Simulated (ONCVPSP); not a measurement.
# An ONCV potential for Cu, from input to tests

Aim: build the potential from the settings below, then test how well it stands in for the atom: other configurations, scattering, ghost states and the plane-wave cutoff that it needs.

The numbers are computed with ONCVPSP 4.0.1.1 (patched build) (LDA (Perdew-Wang 92), scalar-relativistic, spin-unpolarised reference atom).

### Step 1. Settings

The settings as typed:

| Item | Value |
| --- | --- |
| element | copper (Cu, Z = 29) |
| type | optimised norm-conserving Vanderbilt (ONCV) |
| frozen core | [Ne] |
| valence charge | 19 |
| reference configuration | 3s2 3p6 3d10 4s1 |
| partial waves | 3s+4s: rc 1.00 bohr, ncon 4, nbas 7, qcut 10.8 1/bohr, 3 projectors, debl 2.6 Ha; 3p: rc 1.15 bohr, ncon 4, nbas 9, qcut 12.8 1/bohr, 2 projectors, debl 3.4 Ha; 3d: rc 1.25 bohr, ncon 4, nbas 8, qcut 14.9 1/bohr, 2 projectors, debl 3.6 Ha |
| local potential | polynomial inside 0.65 bohr (lpopt 3, dvloc0 2 Ha) |
| core correction | Teter function, fcfact 3, rcfact 1.5 |

The outer shells as boxes (Hund's rule for the drawing; the calculation is spin-unpolarised):

```
[Ne] core
3s [↑↓]
3p [↑↓][↑↓][↑↓]
3d [↑↓][↑↓][↑↓][↑↓][↑↓]
4s [↑ ]
```

An earlier all-electron run gives the scale for the radii.

All-electron outer shells of the reference configuration (LDA (PZ), scalar-relativistic, ld1.x):

```
shell  level (eV)  outermost node (bohr)  outermost maximum (bohr)
   2p     -916.44                      –                      0.16
   3s     -114.15                   0.29                      0.61
   3p      -72.03                   0.26                      0.62
   3d       -5.32                      –                      0.60
   4s       -4.87                   0.89                      2.24
   4p       -0.79                   0.98                      3.52
```

### Step 2. Generation

File Cu.dat:

```
# ATOM AND REFERENCE CONFIGURATION
# atsym  z   nc   nv     iexc    psfile
  Cu 29.00    3    4  -001012      upf
#
#   n    l    f
    1    0    2.00
    2    0    2.00
    2    1    6.00
    3    0    2.00
    3    1    6.00
    3    2   10.00
    4    0    1.00
#
# PSEUDOPOTENTIAL AND OPTIMIZATION
# lmax
    2
#
#   l,   rc,      ep,       ncon, nbas, qcut
    0    1.00    0.00    4    7   10.80
    1    1.15    0.00    4    9   12.80
    2    1.25    0.00    4    8   14.90
#
# LOCAL POTENTIAL
# lloc, lpopt,  rc(5),   dvloc0
    4    3    0.65    2.00
#
# VANDERBILT-KLEINMAN-BYLANDER PROJECTORs
# l, nproj, debl
    0    3    2.60
    1    2    3.40
    2    2    3.60
#
# MODEL CORE CHARGE
# icmod, fcfact, rcfact
    3    3.00    1.50
#
# LOG DERIVATIVE ANALYSIS
# epsh1, epsh2, depsh
   -6.00    5.00    0.04
#
# OUTPUT GRID
# rlmax, drl
    6.00    0.01
#
# TEST CONFIGURATIONS
# ncnf
    4
# nvcnf
#   n    l    f
    4
    3    0    2.00
    3    1    6.00
    3    2   10.00
    4    0    0.00
#
    4
    3    0    2.00
    3    1    6.00
    3    2    9.00
    4    0    0.00
#
    4
    3    0    2.00
    3    1    6.00
    3    2    8.00
    4    0    0.00
#
    4
    3    0    2.00
    3    1    5.00
    3    2   10.00
    4    0    1.00
#
```

The run is started by

```
$ oncvpsp.x < Cu.dat > Cu.out
```

Q: Predict the outcome of this session. Wanted: cutoffs for 1 and 0.1 mHa per electron, occupied waves; bound ghosts; GHOST(+) flags; largest test error; largest phase difference near zero energy, channels read; rms error of d²Exc/dn², without and with the model core.

As calculated:

| quantity | value |
| --- | --- |
| cutoffs for 1 and 0.1 mHa per electron, occupied waves | 77 Ha and 87 Ha |
| bound ghosts | none found |
| GHOST(+) flags | s at 1416 eV |
| largest test error (AE − PS) | -23 meV, for 3s2 3p5 3d10 4s1 (1 test unsolved) |
| largest phase difference near zero energy, channels read | 0.000 rad |
| rms error of d²Exc/dn², without and with the model core | 2.29 and 0.93 mHa |

In words: The worst unpolarised test, 3s2 3p5 3d10 4s1, is off by 23 meV on 79.5 eV; by total energies transferability rates as good where solved. Of the tests 1 gave no usable energy difference, which is a warning in itself. By its cutoff, 77 Ha for the looser tolerance, it is very hard. At the looser tolerance the 3d wave is the slowest; 3s needs 49 Ha. The program's ghost test flags no bound state. Near zero energy the phases of the channels with partial waves agree within 0.001 rad. The program also flags highly localised states, GHOST(+) (s). All of this concerns the isolated atom, not yet a solid.
